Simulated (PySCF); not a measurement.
**PmOCl: other functionals and bases at one geometry**

An exercise on one series of results from a longer session: the logs are not shown, and one member is left open.

The runs use PySCF 2.14.0; several levels, as the steps say, no spin–orbit coupling.

1 further run of the same task is left out (for a known fault of the program).

## The starting structure

3 atoms, charge 0, spin multiplicity 1.

Bond lengths: Pm1–O2 1.851 Å, Pm1–Cl3 2.586 Å. Angles: O2–Pm1–Cl3 114.3°.

Coordinates:

```xyz
3
ClOPm
Pm    0.2842    0.0000   -0.4344
O     1.8022    0.0000    0.6245
Cl   -1.9378    0.0000    0.8891
```

Formal oxidation states: Pm +3. Each metal's 4 4f electrons lie in its core potential, so multiplicities, spins and levels count the valence alone. An earlier session relaxed this geometry at PBE0, Pm lcecp-1-SVP with ECP50, O def2-SVP, Cl def2-SVP (singlet, point group Cs).

At PBE0 on the finer grid: E = -569.201461 Eh, HOMO -7.01 eV, LUMO -2.26 eV, Mulliken charge on Pm1 +0.83 e, largest force component 0.004 eV/Å. 

Levels to run: B3LYP; CAM-B3LYP; PBE0, TZVP. Hardware: 2 threads of Arm Neoverse V1, shared host.

The first run:

run.py (the lines that set the calculation) reads:

```python
mol = gto.M(atom='''
Pm     0.28421     0.00000    -0.43438
O      1.80221     0.00000     0.62449
Cl    -1.93783     0.00000     0.88910''',
    basis={'Pm': 'lcecp-1-SVP', 'O': 'def2-SVP', 'Cl': 'def2-SVP'},
    ecp={'Pm': 'lcecp-1-SVP'},
    charge=0, spin=0)
mf = dft.RKS(mol, xc='B3LYP')
mf.grids.atom_grid = (75, 302)  # f atoms: unpruned, at least (60, 302)
mf = mf.density_fit()  # fitting sets: Pm AutoAux, O def2-universal-JKFIT, Cl def2-universal-JKFIT
mf.conv_tol = 1e-08; mf.max_cycle = 55
mf.kernel(dm0)  # dm0: the density of the relaxed state
```

On the command line:

```console
> OMP_NUM_THREADS=2 python run.py
```

Steps of the session up to this table: B3LYP; CAM-B3LYP; PBE0, TZVP.

One table of the session follows, with a row left open; its other results are not shown here.

| level | HOMO (eV) | gap (eV) | charge on Pm1 (e) | dipole (D) | largest force component (eV/Å) |
| --- | --- | --- | --- | --- | --- |
| PBE0 (relaxed here) | -7.01 | 4.74 | 0.83 | 7.57 | 0.00 |
| B3LYP | -6.73 | 4.16 | 0.77 | 7.43 | 0.49 |
| CAM-B3LYP | ? | ? | ? | ? | ? |
| PBE0, TZVP | -7.02 | 4.77 | 1.23 | 7.81 | 0.20 |

Estimate the missing values for CAM-B3LYP.

**Answer.** HOMO (eV): -8.29; gap (eV): 6.61; charge on Pm1 (e): 0.80; dipole (D): 7.75; largest force component (eV/Å): 0.09. In the column «HOMO (eV)» it is the lowest.

In one basis the HOMO–LUMO gap runs from 4.16 eV (B3LYP) to 6.61 eV (CAM-B3LYP). The largest leftover force, 0.49 eV/Å with B3LYP, stands at a geometry relaxed at another level. With 4f in the core, its levels are missing from HOMO and gap, and its count is fixed, so no charge can pass from the ligands into it. Total energies of different levels can't be compared.
